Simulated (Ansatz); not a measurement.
# VF5: up Jacob's ladder to CCSD(T)

The task here is to estimate one member of a computed series from the others.

Method: functionals in def2-TZVPP, the program's frozen cores in correlated methods; program: Ansatz 0.2.0, Gaussian basis.

Levels to be run: LDA (SPW92), PBE-D4, revPBE-D4, BLYP-D4, r2SCAN-D4, B97M-V, PBE0-D4, B3LYP-D4, r2SCANh-D4, r2SCAN0-D4, HSE06-D4, BHLYP-D4, CAM-B3LYP-D4, LC-ωPBE, ωB97X-V, ωB97M-V, B2PLYP, PBE-QIDH; CCSD(T)/def2-SVP; CCSD(T)/def2-TZVPP; MP2/def2-QZVPP; extrapolation to the limit; RPA on PBE.

## The geometry

The geometry comes from an earlier relaxation with PBE0-D4 in a triple-zeta def2 set; it is a stationary point.

SMILES `[F][V]([F])([F])([F])[F]`, 6 atoms, charge 0, spin multiplicity 1.

Atoms are counted from 1 here; the program's logs count them from 0.

Bond lengths: F1–V2 1.734 Å, V2–F3 1.696 Å, V2–F4 1.696 Å, V2–F5 1.734 Å, V2–F6 1.695 Å. Angles: F1–V2–F3 90.0°, F1–V2–F4 89.9°, F1–V2–F5 179.8°, F1–V2–F6 90.1°, F3–V2–F4 120.2°, F3–V2–F5 90.0°, F3–V2–F6 119.9°, F4–V2–F5 89.9°, F4–V2–F6 120.0°, F5–V2–F6 90.1°.

The first run:

Contents of in.yaml:

```yaml
crystal:
  periodic: [false, false, false]
  atoms:
    - {symbol: F, position_ang: [-0.651488, -1.249850, 1.010565]}
    - {symbol: V, position_ang: [0.000034, 0.000052, 0.000077]}
    - {symbol: F, position_ang: [1.532136, -0.719701, 0.097904]}
    - {symbol: F, position_ang: [-1.072118, -0.443472, -1.236616]}
    - {symbol: F, position_ang: [0.650862, 1.247316, -1.014098]}
    - {symbol: F, position_ang: [-0.459416, 1.165644, 1.142168]}
basis:
  gaussian: {orbitals: def2-TZVPP}
hamiltonian: {xc: lda}
output: {orbitals: {seedname: orbitals}}
```

Command:

```sh
ansatz run in.yaml --threads 4 --pin off --events-out ev --progress --plain --max-ram 10444MiB
```

Among the steps run: LDA; PBE-D4 (GGA); revPBE-D4 (GGA); BLYP-D4 (GGA); r2SCAN-D4 (meta-GGA); B97M-V (meta-GGA); PBE0-D4 (hybrid); B3LYP-D4 (hybrid); r2SCANh-D4 (hybrid); r2SCAN0-D4 (hybrid); HSE06-D4 (hybrid); BHLYP-D4 (hybrid); CAM-B3LYP-D4 (range-separated); LC-ωPBE (range-separated); ωB97X-V (range-separated); ωB97M-V (range-separated); B2PLYP (double hybrid); PBE-QIDH (double hybrid).

One of the session's tables, all rows but one given; the rest of the session is left out.

It belongs to the step «Orbital energies across the functionals». 

| functional | HOMO (eV) | LUMO (eV) | gap (eV) |
| --- | --- | --- | --- |
| LDA (SPW92) | -10.44 | -6.56 | 3.88 |
| PBE-D4 | -10.15 | -6.24 | 3.91 |
| revPBE-D4 | ? | ? | ? |
| BLYP-D4 | -10.11 | -6.22 | 3.89 |
| r2SCAN-D4 | -10.69 | -6.43 | 4.26 |
| B97M-V | -10.83 | -6.47 | 4.36 |
| PBE0-D4 | -12.28 | -5.68 | 6.60 |
| B3LYP-D4 | -11.98 | -5.96 | 6.02 |
| r2SCANh-D4 | -11.48 | -6.19 | 5.29 |
| r2SCAN0-D4 | -12.67 | -5.79 | 6.89 |
| HSE06-D4 | -11.86 | -6.06 | 5.80 |
| BHLYP-D4 | -14.41 | -4.93 | 9.48 |
| CAM-B3LYP-D4 | -13.87 | -4.64 | 9.23 |
| LC-ωPBE | -15.10 | -3.36 | 11.74 |
| ωB97X-V | -14.82 | -3.40 | 11.42 |
| ωB97M-V | -14.79 | -3.38 | 11.41 |

Estimate the missing values for revPBE-D4.

The run gave: HOMO (eV): -10.05; LUMO (eV): -6.13; gap (eV): 3.92. In the column «HOMO (eV)» it is the highest.
